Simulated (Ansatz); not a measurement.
# AlNH3 (SMILES [NH2][AlH]): UCAM-B3LYP/STO-3G

What is the electronic atomisation energy of AlNH3 at UCAM-B3LYP/STO-3G? 

Program for the calculation: Ansatz 0.2.0.

52 further runs of the same task are left out: 52 set aside as unsound or not needed.

**1. The system as given**

The species is AlNH3 (5 atoms), meant as a doublet with charge 0. As SMILES, `[NH2][AlH]`. Geometry: relaxed at PBE0-D4/def2-TZVP. This is one conformer, not always the lowest.

Bond lengths: N1–Al2 1.774 Å, N1–H3 1.007 Å, N1–H4 1.009 Å, Al2–H5 1.604 Å. Angles: N1–Al2–H5 115.7°, Al2–N1–H3 125.4°, Al2–N1–H4 124.3°, H3–N1–H4 110.2°.

**2. The energy at UCAM-B3LYP/STO-3G**

input.yaml

```yaml
crystal:
  periodic: [false, false, false]
  atoms:
    - {symbol: N, position_ang: [-0.116600, -0.660800, 0.175100]}
    - {symbol: Al, position_ang: [0.836600, 0.833900, 0.120800]}
    - {symbol: H, position_ang: [0.148500, -1.505300, 0.655500]}
    - {symbol: H, position_ang: [-1.010300, -0.782800, -0.277400]}
    - {symbol: H, position_ang: [0.191800, 2.041400, -0.715400]}
basis:
  gaussian: {orbitals: STO-3G}
magnetization: {spin_polarized: true, initial_magnetization: 1}
hamiltonian: {xc: {name: CAM-B3LYP}}
accuracy: high
total_charge: 0
```

Started as:

```bash
$ ansatz run input.yaml --threads 1 --pin off --max-ram 2610MiB --events-out events.jsonl --progress --plain --runs-dir runs
```

What it wrote:

```text
Warning: RAYON_NUM_THREADS=1 ignored (pool sized by the plan → 1); use --threads N
Functional definition: CAM-B3LYP
  name "CAM-B3LYP"
  parameter alpha = 0.19
  parameter beta = 0.46
  parameter omega = 0.33/bohr
  parameter ac = 0.81
  exchange = (1 - alpha - beta)*b88_x + beta*b88_x_sr(omega) + alpha*exact_x + beta*exact_x_lr(omega)
  correlation = (1 - ac)*vwn5_c + ac*lyp_c
288 factors; integrals over basis functions are off by at most 1.1e-8 eV
138 factors; integrals over basis functions are off by at most 1.3e-9 eV
mean field evaluation 1: about -8030.9110 eV, gradient 1.7e1 eV
mean field evaluation 2: about -8031.5287 eV, gradient 1.6e1 eV
mean field evaluation 4: about -8032.9526 eV, gradient 3.6e-1 eV
mean field evaluation 8: about -8032.9293 eV, gradient 9.3e-3 eV
mean field evaluation 16: about -8032.9293 eV, gradient 4.3e-7 eV
mean field -8032.92932912 eV, -295.2047079303 hartree, gradient 2.5e-8 eV, S^2 0.752738; 0 other end points of the search recorded, 0 dependent functions left out
reference -8032.92934260 eV, -295.2047084256 hartree; 12, 11 occupied and 5, 6 virtual orbitals, 288 factors
Total energy: -8032.92934260 eV, -295.2047084256 hartree
```

Wall time 2.1 s (1 thread of Intel Xeon Platinum 8259CL at 2.50GHz (Skylake/Cascade Lake), shared host); peak memory 0.14 GiB.

**3. The Al atom, same level**

input.yaml

```yaml
crystal:
  periodic: [false, false, false]
  atoms:
    - symbol: Al
      position_ang: [0.000000, 0.000000, 0.000000]
basis:
  gaussian:
    orbitals: STO-3G
total_charge: 0
magnetization:
  spin_polarized: true
  initial_magnetization: 1
hamiltonian:
  xc: {name: CAM-B3LYP}
accuracy: high
```

Run the same way, it converges to -239.30384 Eh (log not shown).

**4. The H atom at the same level**

in.yaml

```yaml
basis:
  gaussian: {orbitals: STO-3G}
crystal:
  periodic: [false, false, false]
  atoms:
    - {symbol: H, position_ang: [0.000000, 0.000000, 0.000000]}
magnetization: {spin_polarized: true, initial_magnetization: 1}
hamiltonian: {xc: {name: CAM-B3LYP}}
accuracy: high
```

Started as:

```bash
$ ansatz run in.yaml --threads 1 --pin off --max-ram 2610MiB --events-out events.jsonl --progress --plain --runs-dir runs
```

What it wrote:

```text
Warning: RAYON_NUM_THREADS=1 ignored (pool sized by the plan → 1); use --threads N
Functional definition: CAM-B3LYP
  name "CAM-B3LYP"
  parameter alpha = 0.19
  parameter beta = 0.46
  parameter omega = 0.33/bohr
  parameter ac = 0.81
  exchange = (1 - alpha - beta)*b88_x + beta*b88_x_sr(omega) + alpha*exact_x + beta*exact_x_lr(omega)
  correlation = (1 - ac)*vwn5_c + ac*lyp_c
1 factors; integrals over basis functions are off by at most 4.6e-10 eV
1 factors; integrals over basis functions are off by at most 3.0e-10 eV
mean field evaluation 1: about -12.5879 eV, gradient 0.0e0 eV
mean field evaluation 2: about -12.5879 eV, gradient 0.0e0 eV
mean field -12.58793461 eV, -0.4625980644 hartree, gradient 0.0e0 eV, S^2 0.750000; 0 other end points of the search recorded, 0 dependent functions left out
reference -12.58794100 eV, -0.4625982992 hartree; 1, 0 occupied and 0, 1 virtual orbitals, 1 factors
Total energy: -12.58794100 eV, -0.4625982992 hartree
```

It took 0.12 s on 1 thread of Intel Xeon Platinum 8259CL at 2.50GHz (Skylake/Cascade Lake), shared host.

**5. The N atom at the same level**

in.yaml

```yaml
crystal:
  periodic: [false, false, false]
  atoms:
    - {symbol: N, position_ang: [0.000000, 0.000000, 0.000000]}
basis:
  gaussian:
    orbitals: STO-3G
magnetization:
  spin_polarized: true
  initial_magnetization: 3
hamiltonian:
  xc: {name: CAM-B3LYP}
accuracy: high
```

Run the same way, it converges to -53.86224 Eh (log not shown).

**6. Results**

Level: UCAM-B3LYP/STO-3G.

```
                     quantity          value
       molecule: total energy  -295.20471 Eh
               molecule: ⟨S²⟩          0.753
        Al atom: total energy  -239.30384 Eh
                Al atom: ⟨S²⟩          0.750
         H atom: total energy    -0.46260 Eh
                 H atom: ⟨S²⟩          0.750
         N atom: total energy   -53.86224 Eh
                 N atom: ⟨S²⟩          3.750
electronic atomisation energy      17.710 eV
```

Taking the molecule apart into free atoms costs 17.71 eV (1709 kJ/mol), before zero-point energy and without spin-orbit coupling. In a minimal basis such a difference can be off by several eV, whatever the method.
